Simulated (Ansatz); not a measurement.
This script drives Ansatz 0.2.0 through its Python package.

Script `relaxed_scan_albrfh.py`:
```python
import ansatz as az
import numpy as np

BASIS_SET = "def2-SVP"
XC = "pbe0"

geometry_ang = [
    ("F", (0.8992, -0.8733, 1.4321)),
    ("Al", (0.1096, 0.0967, 0.0635)),
    ("Br", (-1.692, -0.8478, -1.2112)),
    ("H", (0.7386, 1.5641, -0.3047)),
]
mol = az.Crystal.molecule()
for symbol, xyz in geometry_ang:
    mol = mol.atom(symbol, xyz)

model = mol.calculation().basis(gaussian=BASIS_SET).functional(XC)
symbols = [site.symbol for site in mol.cartesian_sites]
pairs = [(0, 1), (1, 2), (1, 3)]
print("held (A)   E (eV)        ", "  ".join(f"{symbols[i]}{i}-{symbols[j]}{j}" for i, j in pairs))
for length in [2.21, 2.4, 2.59, 2.88, 3.24]:
    summary = model.relax(constraints=[az.DistanceConstraint((1, 2), at=length)], force_tolerance=0.02, max_steps=60).run(threads=1, backend="cpu").report
    xyz = np.array(summary["positions_ang"])
    print(f"{length:6.2f} {summary['free_energy_ev']:14.5f}  ", "  ".join(f"{np.linalg.norm(xyz[i] - xyz[j]):.3f}" for i, j in pairs))
```

It is started by `python relaxed_scan_albrfh.py`. How long does it take on 1 thread of Arm Neoverse V2, on a shared host, and how much memory does it need?

It took about 73 s, with a peak of 0.21 GiB, for 5 runs of the engine.

```console
$ python relaxed_scan_albrfh.py
held (A)   E (eV)         F0-Al1  Al1-Br2  Al1-H3
DeckWarning: relax.constraints: the input's atoms, or those drawn, lie off the distances that are held; a relaxation that starts there is brought onto them ahead of its first SCF, by positions alone, [...]
  2.21   -79353.41529   1.660  2.210  1.567
  2.40   -79353.26494   1.656  2.400  1.565
  2.59   -79352.83511   1.653  2.590  1.562
  2.88   -79352.00704   1.650  2.880  1.562
  3.24   -79351.00986   1.646  3.240  1.563
```
(Warnings from the package without file and line, shortened, repeats left out.)

Total energies depend on the basis set; only differences at equal settings carry meaning. The energies are electronic: no zero-point or thermal terms, and the basis set is short of its limit.

(Lines on the test bed's own set-up are left out of the output.)
